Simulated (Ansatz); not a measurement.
# MgB (Pm-3m) in Ansatz: a series of runs

One crystal, MgB, is run at these levels: PBE; tasks: single point.

Everything below comes from runs of Ansatz 0.2.0. Logs are shortened: lines on timing, memory, paths and dates and some standing lists are left out, and cuts for length are marked.

### 1 The crystal as given

Symmetry: Pm-3m, No. 221, cubic system. The conventional cell has a = 2.895 Å, b = 2.895 Å, c = 2.895 Å, α = 90.00°, β = 90.00°, γ = 90.00°. Around Mg (site symmetry m-3m) lie 8 B at 2.51 Å. Around B (site symmetry m-3m) lie 8 Mg at 2.51 Å.

The cell was built by a generator and needn't be a form met in nature.

### 2 Single point, PBE

File input.yaml:

```yaml
crystal:
  lattice:
    - [2.89515, 0.0, 0.0]
    - [0.0, 2.89515, 0.0]
    - [0.0, 0.0, 2.89515]
  atoms:
    - { symbol: Mg, position: [0.0, 0.0, 0.0] }
    - { symbol: B, position: [0.5, 0.5, 0.5] }
kpoints:
  mp_grid: { grid: [5, 5, 5] }
scf:
  occupations: { method: fermi_dirac, width: 0.04 }
hamiltonian:
  xc: pbe
  pseudopotentials: { kind: all_electron, lapw: { basis_error: 0.002 } }
output:
  forces: true
  stress: true
  eigenvalues: true
```

Potentials or basis: all-electron LAPW, scalar-relativistic.

The run is started by

```sh
ansatz run input.yaml --threads 1 --pin off --max-ram 3072MiB --backend cpu --events-out ev --progress --plain --runs-dir out
```

Standard output:

```text
Warning: RAYON_NUM_THREADS=1 ignored (pool sized by the plan → 1); use --threads N
LAPW: plane waves up to 6.641 Å⁻¹, error target 2.0e-3 eV per atom; small_component_spin mean_spin; B in spheres of 1.195 Å, 5 of its electrons in bands, Dirac shells []; Mg in spheres of 1.312 Å, 10 of its electrons in bands, Dirac shells [] (how accurate: hamiltonian.pseudopotentials.lapw.basis_error, Limitations)
Engine: ansatz 0.2.0, aarch64-unknown-linux-gnu
Pseudopotentials: kind: all_electron
Pseudopotential: Mg, LAPW, valence charge 10, lapw/all_electron/scalar/gaussian/Mg, Koelling and Harmon's equation, gaussian nucleus
Pseudopotential: B, LAPW, valence charge 5, lapw/all_electron/scalar/gaussian/B, Koelling and Harmon's equation, gaussian nucleus
Functional definition: PBE
  parameter kappa = 0.804
  parameter beta = 0.06672455060314922
  exchange = pbe_x(kappa = kappa, mu = beta*pi^2/3)
  correlation = pbe_c(beta = beta)
Crystal: 2 atoms, lattice volume = 24.267 Å³
Basis set: ecut = 168.02436157717645 eV, 123 PW (Γ), exchange–correlation at level 2
Bands: 12, of which v1, the nominal top of the filled ones, is band 8 counted from 1 (7 counted from 0)
Symmetry: 48 space group operations
Space group: Pm-3m (ITA 221), of the structure as read, at distance tolerance 2.9e-5 Å
k-points: 10 of 125
Non-local potential: Mg, projectors of the file, none
Non-local potential: B, projectors of the file, none
Initial density: superposition of atomic densities (chi_scale 0.1, normalization cell, long waves kept (reshape's long-wave potential 0.00 eV rms))
Initial wavefunctions: plane waves of lowest kinetic energy (no species holds an atomic orbital)
Functional: x = pbe(κ = 0.804, μ = 0.2195149727645171), c = pbe(β = 0.06672455060314922)
iter 1 solved again at ethr=2.59e-3 eV; its pass at ethr=1.00e-1 eV (dr2=3.89e-1 eV) is discarded
SCF iter   1: F=—  HF=-6126.085086 eV  |F-HF|=—  |Δ(HF+E_count)|=         —  Δρ=3.10e-2  dr2=3.89e-1  ethr=2.59e-3  ⟨swp⟩=2.0  Hψ=914  notcnv=0
preconditioner: auto → none  [insulator: Δε(μ)=0.122 eV  Ē_g=10.929 eV  σ=0.040 eV  W_gap=0.54  n_scr=6 (ndim 8)  ℏωp=16.9 eV  f_vac=0.000  D(μ)=1.55/eV (n_scr^D=18)  ε∞_Penn≈3.4]
iter 2 solved again at ethr=1.53e-4 eV; its pass at ethr=2.59e-3 eV (dr2=2.29e-2 eV) is discarded
SCF iter   2: F=—  HF=-6125.893857 eV  |F-HF|=—  |Δ(HF+E_count)|=   1.91e-1  Δρ=8.42e-3  dr2=2.28e-2  ethr=1.53e-4  ⟨swp⟩=2.0  Hψ=639  notcnv=0
SCF iter   3: F=—  HF=-6125.886532 eV  |F-HF|=—  |Δ(HF+E_count)|=         —  Δρ=2.38e-3  dr2=1.27e-3  ethr=1.52e-4  ⟨swp⟩=2.0  Hψ=352  notcnv=0
the basis was enlarged: its passes take 111.1 KiB over the memory plan, 1 of 1 planned eigensolver slots
SCF iter   4: F=—  HF=-6125.886362 eV  |F-HF|=—  |Δ(HF+E_count)|=   1.70e-4  Δρ=1.27e-4  dr2=1.72e-6  ethr=8.44e-6  ⟨swp⟩=2.0  Hψ=327  notcnv=0
SCF iter   5: F=—  HF=-6125.886359 eV  |F-HF|=—  |Δ(HF+E_count)|=   2.63e-6  Δρ=3.51e-5  dr2=1.09e-7  ethr=1.15e-8  ⟨swp⟩=2.7  Hψ=343  notcnv=0
SCF iter   6: F=-6125.886359 eV  HF=-6125.886359 eV  |F-HF|=2.50e-9  |Δ(HF+E_count)|=   4.31e-7  Δρ=2.12e-6  dr2=4.62e-10  ethr=7.25e-10  ⟨swp⟩=3.0  Hψ=350  notcnv=0
SCF 1 converged in 6 iterations: F = -6125.886359 eV  dr2 = 4.62e-10
SCF converged after 6 iterations
Free energy (F): -6125.886359 eV
Harris-Foulkes:  -6125.886359 eV  (|F-HF|=2.50e-9)
Internal energy: -6125.879106 eV  (E = F + TS)
E sigma→0 (E₀):  -6125.882733 eV
Entropy (-TS):   -0.007253 eV (-3.627 meV/atom)
Fermi energy:    8.249009 eV
--- Per-component energies (eV) ---
  E_band       = -648.031886
  E_kinetic    = 6130.297005
  E_xc         = -557.720930
  E_electrostatic = -11698.455181  (all electrons and nuclei)
  E_smearing   = -0.007253  (= −TS)
  E_closure    = 0.000000  (closes the sum)
  E_atoms      = -6119.376492  (free atoms, spherical and without spin; not in F)
  Σ components = -6125.886359   (vs F -6125.886359, Δ=0.00e0)
  Basis errors (estimates in eV, not in F): energy 5.0e-4 per atom: plane waves 4.5e-4 (2.3e-4 summed), levels above the bands 4.6e-130, relativity 1.0e-8, radial functions 4.2e-5, core shells 1.4e-15; eigenvalues (radial functions only) 1.8e-4; not estimated: angular momenta, meshes, grids; target (lapw.basis_error) 2.0e-3; muffin-tin radii B 1.195 Å, Mg 1.312 Å
--- Forces (eV/Å), atoms counted from 1 ---
  atom   1  Mg    -0.00000000     0.00000000     0.00000000
  atom   2  B      0.00000000     0.00000000     0.00000000
  max |Σ_I F_I| component: 2.05e-31 eV/Å
--- Stress (GPa, compression-positive) ---
        0.588922       0.000000       0.000000
        0.000000       0.588922       0.000000
        0.000000       0.000000       0.588922
  P = ⅓ Tr σ = 0.5889 GPa (5.889 kbar)
--- Band table (eV; the first three rows and the last of 10) ---
  k-point 0: bands = ["-165.9824", "-66.9394", "-33.6730", "-33.6730", "-33.6730", "-2.5029", "10.7602", "10.7602", "10.7602", "15.2797", "15.2797", "17.2157"]
  k-point 1: bands = ["-165.9824", "-66.9380", "-33.6914", "-33.6713", "-33.6713", "-1.8727", "7.4386", "11.1024", "11.1024", "15.9851", "17.0973", "19.2407"]
  k-point 2: bands = ["-165.9824", "-66.9358", "-33.7211", "-33.6687", "-33.6687", "-0.1127", "3.5301", "11.7792", "11.7792", "18.0587", "18.4042", "20.2439"]
  k-point 9: bands = ["-165.9824", "-66.9287", "-33.7099", "-33.7093", "-33.7093", "4.1749", "6.9549", "6.9549", "8.0871", "13.1631", "13.1631", "13.2074"]
```

Run time: 1.1 s. Hardware: 1 thread of Arm Neoverse V1, shared host; peak memory 0.19 GiB.

What came out:

```
Free energy            : -6125.8864 eV
Pressure               : 0.6 GPa
Band gap on the k mesh : none (metal or under the smearing width)
```

Caveat: the k mesh is coarse (spacing up to 0.43 Å⁻¹), so the values aren't converged; the k mesh is thin for a metal, which can move the energy by tens of meV per atom.

### 3 Single point, PBE

Edit input.yaml of step 2 so:

```diff
@@ -11,3 +11,3 @@
 scf:
-  occupations: { method: fermi_dirac, width: 0.04 }
+  occupations: { method: fermi_dirac, width: 0.03 }
 hamiltonian:
```

Potentials or basis: all-electron LAPW, scalar-relativistic.

The run is started by

```sh
ansatz run input.yaml --threads 1 --pin off --max-ram 3072MiB --backend cpu --events-out ev --progress --plain --runs-dir out
```

Run time: 1 s. Hardware: 1 thread of Arm Neoverse V1, shared host; peak memory 0.19 GiB.

The run converged. Its results:

- Free energy: -6125.8847 eV
- Pressure: 0.5 GPa
- Band gap on the k mesh: none (metal or under the smearing width)

Levels at points of the mesh, in eV from the Fermi level:
```csv
k point,band 5,band 6,band 7,band 8,band 9,band 10
"(0.00, 0.00, 0.00)",-41.92,-10.75,2.51,2.51,2.51,7.03
```

Caveat: the k mesh is coarse (spacing up to 0.43 Å⁻¹), so the values aren't converged; the k mesh is thin for a metal, which can move the energy by tens of meV per atom.
